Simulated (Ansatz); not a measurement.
# GaCNCl2 (SMILES N#[C][Ga]([Cl])[Cl]): PBE/cc-pVDZ

Aim: the vertical ionisation energy of GaCNCl2 at PBE/cc-pVDZ, from 2 runs. 

The calculation is run with Ansatz 0.2.0.

74 further runs of the same task are left out: 1 that didn't finish, 73 set aside as unsound or not needed. Runs told in other sessions of the task aren't counted.

### Step 1. The system as given

GaCNCl2: 5 atoms, total charge 0, spin state singlet. As SMILES, `N#[C][Ga]([Cl])[Cl]`. The coordinates come from a PBE0-D4/def2-TZVP relaxation.

Bond lengths: N1–C2 1.152 Å, C2–Ga3 1.918 Å, Ga3–Cl4 2.106 Å, Ga3–Cl5 2.106 Å. Angles: N1–C2–Ga3 180.0°, C2–Ga3–Cl4 119.8°, C2–Ga3–Cl5 119.8°, Cl4–Ga3–Cl5 120.5°.

### Step 2. A single-point energy at PBE/cc-pVDZ

Input file job.yaml:

```yaml
crystal:
  periodic: [false, false, false]
  atoms:
    - {symbol: N, position_ang: [0.909600, -1.318100, 1.914000]}
    - {symbol: C, position_ang: [0.493500, -0.715000, 1.025200]}
    - {symbol: Ga, position_ang: [-0.199400, 0.288700, -0.455700]}
    - {symbol: Cl, position_ang: [-1.735500, -0.526200, -1.643200]}
    - {symbol: Cl, position_ang: [0.581700, 2.197000, -0.881800]}
basis:
  gaussian:
    orbitals: cc-pVDZ
hamiltonian:
  xc: {name: PBE}
accuracy: high
output: {orbitals: {seedname: orbitals}}
```

Run with:

```
$ ansatz run job.yaml --threads 1 --pin off --max-ram 3480MiB --events-out events.jsonl --progress --plain --runs-dir runs
```

What it wrote:

```text
Warning: RAYON_NUM_THREADS=1 ignored (pool sized by the plan → 1); use --threads N
Functional definition: PBE
  name "PBE"
  parameter kappa = 0.804
  parameter beta = 0.06672455060314922
  exchange = pbe_x(kappa = kappa, mu = beta*pi^2/3)
  correlation = pbe_c(beta = beta)
1994 factors; integrals over basis functions are off by at most 4.4e-9 eV
mean field evaluation 1: about -79925.5927 eV, gradient 4.6e1 eV
mean field evaluation 2: about -79871.1973 eV, gradient 1.4e2 eV
mean field evaluation 4: about -79929.8123 eV, gradient 2.4e1 eV
mean field evaluation 8: about -79930.9785 eV, gradient 5.3e-2 eV
mean field evaluation 16: about -79930.9780 eV, gradient 2.8e-5 eV
mean field -79930.97799695 eV, -2937.4092622251 hartree, gradient 1.5e-8 eV, S^2 0.000000; 0 other end points of the search recorded, 0 dependent functions left out
reference -79930.97800020 eV, -2937.4092623447 hartree; 39, 39 occupied and 52, 52 virtual orbitals, 1994 factors
Total energy: -79930.97800020 eV, -2937.4092623447 hartree
```

It took 7.2 s on 1 thread of Intel Xeon Platinum 8375C at 2.90GHz (Ice Lake), shared host; peak memory 0.27 GiB.

### Step 3. The doublet cation

Input file in.yaml:

```yaml
crystal:
  periodic: [false, false, false]
  atoms:
    - symbol: N
      position_ang: [0.909600, -1.318100, 1.914000]
    - symbol: C
      position_ang: [0.493500, -0.715000, 1.025200]
    - symbol: Ga
      position_ang: [-0.199400, 0.288700, -0.455700]
    - symbol: Cl
      position_ang: [-1.735500, -0.526200, -1.643200]
    - symbol: Cl
      position_ang: [0.581700, 2.197000, -0.881800]
basis:
  gaussian: {orbitals: cc-pVDZ}
total_charge: 1
magnetization: {spin_polarized: true, initial_magnetization: 1}
hamiltonian: {xc: {name: PBE}}
accuracy: high
output: {orbitals: {seedname: orbitals}}
```

Run with:

```
$ ansatz run in.yaml --threads 1 --pin off --max-ram 3480MiB --events-out events.jsonl --progress --plain --runs-dir runs
```

What it wrote, cut to the lines that bear on the results:

```text
Warning: RAYON_NUM_THREADS=1 ignored (pool sized by the plan → 1); use --threads N
[... 6 set-up lines as earlier in the session ...]
1993 factors; integrals over basis functions are off by at most 4.4e-9 eV
mean field evaluation 1: about -79910.9185 eV, gradient 3.9e1 eV
mean field evaluation 2: about -79724.0564 eV, gradient 1.3e2 eV
mean field evaluation 4: about -79909.7076 eV, gradient 3.8e1 eV
mean field evaluation 8: about -79917.8746 eV, gradient 1.4e1 eV
mean field evaluation 16: about -79919.7342 eV, gradient 2.9e-3 eV
mean field evaluation 32: about -79919.5813 eV, gradient 2.7e0 eV
mean field evaluation 64: about -79919.7248 eV, gradient 1.5e-3 eV
mean field -79919.73416805 eV, -2936.9960591343 hartree, gradient 2.8e-8 eV, S^2 0.751973; 10 other end points of the search recorded, 0 dependent functions left out
reference -79919.73417127 eV, -2936.9960592527 hartree; 39, 38 occupied and 52, 53 virtual orbitals, 1993 factors
Total energy: -79919.73417127 eV, -2936.9960592527 hartree
```

Wall time 32 s (1 thread of Intel Xeon Platinum 8375C at 2.90GHz (Ice Lake), shared host); peak memory 0.35 GiB.

### Step 4. Results

At PBE/cc-pVDZ:

| quantity | value |
| --- | --- |
| singlet GaCNCl2: total energy | -2937.40926 Eh |
| singlet GaCNCl2: HOMO energy | -8.27 eV |
| singlet GaCNCl2: LUMO energy | -3.26 eV |
| singlet GaCNCl2: HOMO–LUMO gap | 5.01 eV |
| doublet cation: total energy | -2936.99606 Eh |
| doublet cation: HOMO energy (highest over α and β) | -14.03 eV |
| doublet cation: ⟨S²⟩ | 0.752 |
| vertical ionisation energy (to the doublet cation) | 11.244 eV |

What this shows: Removing an electron at fixed nuclei costs 11.24 eV (259 kcal/mol). The negative HOMO energy of the first species, 8.27 eV, lies 2.97 eV below that difference.
